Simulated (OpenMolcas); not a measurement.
# Er³⁺ among point charges: CASSCF levels and susceptibility

How does a field of 6 point charges split the states of Er³⁺, and what χT follows?

The numbers are computed with OpenMolcas 26.06 (state-averaged CASSCF, spin-orbit coupling by RASSI with atomic mean-field integrals), except any that are marked as measured or tabulated.

## (1) Starting point

```
Species                           : Er³⁺ (erbium, Z = 68, 65 electrons)
Basis                             : ANO-RCC-VDZP [7s6p4d2f1g], 68 functions
Scalar Hamiltonian                : DKH2, point nucleus
Inactive shells                   : 1s 2s 2p 3s 3p 3d 4s 4p 4d 5s 5p
Active space                      : 11 electrons in 7 orbitals (4f)
Some configurations of this space : 4f11
Orbitals                          : optimised for the highest spin of each parity, averaged over all roots
```

The outer shells:

4f11
```
4f [↑↓][↑↓][↑↓][↑↓][↑ ][↑ ][↑ ]
```

The ion sits among 6 point charges of -1 e arranged as an octahedron (Oh), 2.59 Å from the ion.

Each step is its own input file, run in one work folder so that later steps find the files of earlier ones. Labels, J, g values, rates, χT and fits are worked out afterwards by a script from the matrices that RASSI stores. The input lists half of the charges; inversion (Group=XYZ) makes the rest.

## (2) Basis and integrals

a.inp

```
&GATEWAY
Coord
1

Er 0.0 0.0 0.0
Basis=ANO-RCC-VDZP
Group=XYZ
NoMove
AngMom=0.0 0.0 0.0
AMFI
XField
3 Angstrom 0
2.590000 0.000000 0.000000 -1.000000
0.000000 2.590000 0.000000 -1.000000
0.000000 0.000000 2.590000 -1.000000
&SEWARD
```

Command:

```bash
OMP_NUM_THREADS=1 MOLCAS_MEM=2252 MOLCAS_PROJECT=a pymolcas a.inp > a.log
```

## (3) Reference wave functions, quartets of odd parity, 35 roots

a.inp

```
&RASSCF
FileOrb=start.orb
Symmetry=2
Spin=4
nActEl=11 0 0
Inactive=15 12
Ras2=0 7
CIRoot=35 35 1
SDav=35
CIMx=300
Iter=120 100
PrWF=0.3
OrbListing=Nothing
MaxOrb=0
>>> COPY $Project.JobIph JOB001
```

start.orb holds the contracted functions of the basis, ordered by shell, or the orbitals of the step before.

## (4) Reference wave functions, doublets of odd parity, 112 roots

a.inp

```
&RASSCF
FileOrb=start.orb
Symmetry=2
Spin=2
nActEl=11 0 0
Inactive=15 12
Ras2=0 7
CIRoot=112 112 1
SDav=112
CIMx=300
Iter=120 100
PrWF=0.3
OrbListing=Nothing
MaxOrb=0
CIOnly
>>> COPY $Project.JobIph JOB002
```

## (5) RASSI: spin-orbit coupling between the states

a.inp

```
&RASSI
NrOfJobIphs=2 30 73
1 2 3 4 5 6 7 8 9 10 11 12 13 14 15 16 17 18 19 20 21 22 23 24 25 26 27
28 29 30
1 2 3 4 5 6 7 8 9 10 11 12 13 14 15 16 17 18 19 20 21 22 23 24 25 26 27
28 29 30 31 32 33 34 35 36 37 38 39 40 41 42 43 44 45 46 47 48 49 50 51
52 53 54 55 56 57 58 59 60 61 62 63 64 65 66 67 68 69 70 71 72 73
IphNames
JOB001
JOB002
EJob
SpinOrbit
DIPRint=1.0
SOCoupling=1000.0
Subsets=2
Property=9
'ANGMOM' 1 'ANGMOM' 2 'ANGMOM' 3 'MLTPL  1' 1 'MLTPL  1' 2 'MLTPL  1' 3
'AMFI' 1 'AMFI' 2 'AMFI' 3
SOProperty=3
'ANGMOM' 1 'ANGMOM' 2 'ANGMOM' 3
```

**Question.** What will these runs give? Wanted: spin-free ground state; first state of the same spin within the active space; lowest level; next level.

The runs gave:

| quantity | value |
| --- | --- |
| method | CASSCF |
| spin-free ground state | 4A1, 1-fold in its orbital part |
| first state of the same spin within the active space | 4T1 at 12.7 cm⁻¹ |
| lowest level | 4-fold Γ8 |
| next level | 19.7 cm⁻¹ |
| χT at 300 K | 11.43 cm³ K/mol |
| effective moment at 300 K | 9.56 μB |

What this shows: The spin-free ground state (4A1) comes to 100 % from free-ion I terms and keeps the highest spin of the shell. The doublets rest on orbitals optimised for another spin in at least one step, which raises them against the optimised states. Not all states of the active space went into the spin-orbit step. High states of lower spin are left out of the spin-orbit mixing, and CASSCF puts spin-flip levels too high. This is an electrostatic model: the charges have no orbitals.
